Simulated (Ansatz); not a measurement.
**C₈H₁₆: up Jacob's ladder to CCSD(T)**

The task here is to estimate one member of a computed series from the others.

The runs use Ansatz 0.2.0, Gaussian basis; functionals in def2-TZVPP, the program's frozen cores in correlated methods.

The runs, in order: LDA (SPW92), PBE-D4, revPBE-D4, BLYP-D4, r2SCAN-D4, B97M-V, PBE0-D4, B3LYP-D4, r2SCANh-D4, r2SCAN0-D4, HSE06-D4, BHLYP-D4, CAM-B3LYP-D4, LC-ωPBE, ωB97X-V, ωB97M-V, B2PLYP, PBE-QIDH; CCSD(T)/def2-SVP; CCSD(T)/def2-TZVPP; MP2/def2-QZVPP; extrapolation to the limit; RPA on PBE.

## The relaxed structure

The geometry comes from an earlier relaxation with PBE0-D4 in a triple-zeta def2 set; it is a stationary point, not always the lowest conformer.

SMILES `C[C@@H]1CCCC[C@H]1C`, 24 atoms, charge 0, spin multiplicity 1.

Atoms are counted from 1 here; the program's logs count them from 0.

Bond lengths: C1–C2 1.524 Å, C1–H9 1.092 Å, C1–H10 1.093 Å, C1–H11 1.093 Å, C2–C3 1.531 Å, C2–C7 1.538 Å, C2–H12 1.097 Å, C3–C4 1.523 Å, C3–H13 1.096 Å, C3–H14 1.095 Å, C4–C5 1.522 Å, C4–H15 1.096 Å, C4–H16 1.094 Å, C5–C6 1.523 Å, C5–H17 1.096 Å, C5–H18 1.094 Å, C6–C7 1.531 Å, C6–H19 1.095 Å and more. Angles: C2–C1–H9 112.3°, C2–C1–H10 110.8°, C2–C1–H11 110.9°, H9–C1–H10 107.4°, H9–C1–H11 107.4°, H10–C1–H11 107.8°, C1–C2–C3 111.7°, C1–C2–C7 111.8°, C1–C2–H12 107.0°, C3–C2–C7 111.2°, C3–C2–H12 107.5°, C7–C2–H12 107.2°, C2–C3–C4 112.8°, C2–C3–H13 109.3°, C2–C3–H14 109.4°, C4–C3–H13 108.8°, C4–C3–H14 110.3°, H13–C3–H14 106.1° and more.

Geometry (Å):

```mol
C8H16
  3D, bonds by distance, orders not assigned

 24 24  0  0  0  0  0  0  0  0999 V2000
    1.0277   -1.3362   -1.4538 C   0  0
    0.9875   -0.6009   -0.1201 C   0  0
    0.0081   -1.2550    0.8582 C   0  0
   -1.4484   -1.0249    0.4762 C   0  0
   -1.7473    0.4606    0.3316 C   0  0
   -0.7942    1.1163   -0.6594 C   0  0
    0.6777    0.8949   -0.3009 C   0  0
    1.0897    1.7100    0.9185 C   0  0
    0.0662   -1.3100   -1.9714 H   0  0
    1.7706   -0.8909   -2.1210 H   0  0
    1.2937   -2.3870   -1.3116 H   0  0
    1.9910   -0.6747    0.3178 H   0  0
    0.1764   -0.8528    1.8634 H   0  0
    0.2197   -2.3275    0.9210 H   0  0
   -1.6718   -1.5331   -0.4690 H   0  0
   -2.1053   -1.4749    1.2267 H   0  0
   -1.6594    0.9449    1.3111 H   0  0
   -2.7817    0.6120    0.0087 H   0  0
   -0.9942    2.1908   -0.7251 H   0  0
   -0.9895    0.7093   -1.6578 H   0  0
    1.2809    1.2523   -1.1450 H   0  0
    0.5424    1.4177    1.8175 H   0  0
    0.9052    2.7753    0.7556 H   0  0
    2.1551    1.5839    1.1287 H   0  0
  1  2  8  0
  2  3  8  0
  3  4  8  0
  4  5  8  0
  5  6  8  0
  6  7  8  0
  7  8  8  0
  1  9  8  0
  1 10  8  0
  1 11  8  0
  2 12  8  0
  3 13  8  0
  3 14  8  0
  4 15  8  0
  4 16  8  0
  5 17  8  0
  5 18  8  0
  6 19  8  0
  6 20  8  0
  7 21  8  0
  8 22  8  0
  8 23  8  0
  8 24  8  0
  2  7  8  0
M  END
```

The first run:

in.yaml reads:

```yaml
crystal:
  periodic: [false, false, false]
  atoms:
    - {symbol: C, position_ang: [1.027729, -1.336154, -1.453822]}
    - {symbol: C, position_ang: [0.987466, -0.600930, -0.120059]}
    - {symbol: C, position_ang: [0.008095, -1.255050, 0.858192]}
    - {symbol: C, position_ang: [-1.448443, -1.024919, 0.476239]}
    - {symbol: C, position_ang: [-1.747301, 0.460636, 0.331643]}
    - {symbol: C, position_ang: [-0.794245, 1.116252, -0.659421]}
    - {symbol: C, position_ang: [0.677651, 0.894916, -0.300875]}
    - {symbol: C, position_ang: [1.089665, 1.710015, 0.918531]}
    - {symbol: H, position_ang: [0.066244, -1.310041, -1.971422]}
    - {symbol: H, position_ang: [1.770584, -0.890941, -2.121013]}
    - {symbol: H, position_ang: [1.293733, -2.387042, -1.311586]}
    - {symbol: H, position_ang: [1.990966, -0.674661, 0.317821]}
    - {symbol: H, position_ang: [0.176445, -0.852791, 1.863396]}
    - {symbol: H, position_ang: [0.219708, -2.327526, 0.920982]}
    - {symbol: H, position_ang: [-1.671788, -1.533069, -0.468992]}
    - {symbol: H, position_ang: [-2.105299, -1.474920, 1.226685]}
    - {symbol: H, position_ang: [-1.659353, 0.944872, 1.311103]}
    - {symbol: H, position_ang: [-2.781677, 0.612016, 0.008712]}
    - {symbol: H, position_ang: [-0.994202, 2.190790, -0.725097]}
    - {symbol: H, position_ang: [-0.989530, 0.709300, -1.657840]}
    - {symbol: H, position_ang: [1.280927, 1.252328, -1.144973]}
    - {symbol: H, position_ang: [0.542382, 1.417739, 1.817477]}
    - {symbol: H, position_ang: [0.905165, 2.775273, 0.755625]}
    - {symbol: H, position_ang: [2.155080, 1.583894, 1.128717]}
basis:
  gaussian: {orbitals: def2-TZVPP}
hamiltonian: {xc: lda}
output: {orbitals: {seedname: orbitals}}
```

Command:

```bash
$ ansatz run in.yaml --threads 4 --pin off --events-out ev --progress --plain --max-ram 66560MiB --backend cuda --devices 0, --max-vram 37GiB
```

Steps of the session up to this table: LDA; PBE-D4 (GGA); revPBE-D4 (GGA); BLYP-D4 (GGA); r2SCAN-D4 (meta-GGA); B97M-V (meta-GGA); PBE0-D4 (hybrid); B3LYP-D4 (hybrid); r2SCANh-D4 (hybrid); r2SCAN0-D4 (hybrid); HSE06-D4 (hybrid); BHLYP-D4 (hybrid); CAM-B3LYP-D4 (range-separated); LC-ωPBE (range-separated); ωB97X-V (range-separated); ωB97M-V (range-separated); B2PLYP (double hybrid); PBE-QIDH (double hybrid).

One table of the session follows, with a row left open; its other results are not shown here.

It belongs to the step «Orbital energies across the functionals». 

| functional | HOMO (eV) | LUMO (eV) | gap (eV) |
| --- | --- | --- | --- |
| LDA (SPW92) | -6.84 | 0.06 | 6.90 |
| PBE-D4 | -6.78 | 0.23 | 7.01 |
| revPBE-D4 | ? | ? | ? |
| BLYP-D4 | -6.71 | 0.24 | 6.95 |
| r2SCAN-D4 | -7.02 | 0.91 | 7.93 |
| B97M-V | -7.18 | 0.33 | 7.51 |
| PBE0-D4 | -8.07 | 1.03 | 9.10 |
| B3LYP-D4 | -7.91 | 0.71 | 8.62 |
| r2SCANh-D4 | -7.50 | 1.14 | 8.64 |
| r2SCAN0-D4 | -8.23 | 1.47 | 9.70 |
| HSE06-D4 | -7.67 | 0.66 | 8.33 |
| BHLYP-D4 | -9.35 | 1.65 | 11.00 |
| CAM-B3LYP-D4 | -9.47 | 1.80 | 11.28 |
| LC-ωPBE | -10.76 | 3.09 | 13.85 |
| ωB97X-V | -10.46 | 2.86 | 13.31 |
| ωB97M-V | -10.34 | 2.45 | 12.79 |

Estimate the missing values for revPBE-D4.

The run gave: HOMO (eV): -6.73; LUMO (eV): 0.33; gap (eV): 7.06. In the column «HOMO (eV)» it lies between PBE-D4 (-6.78) and BLYP-D4 (-6.71).
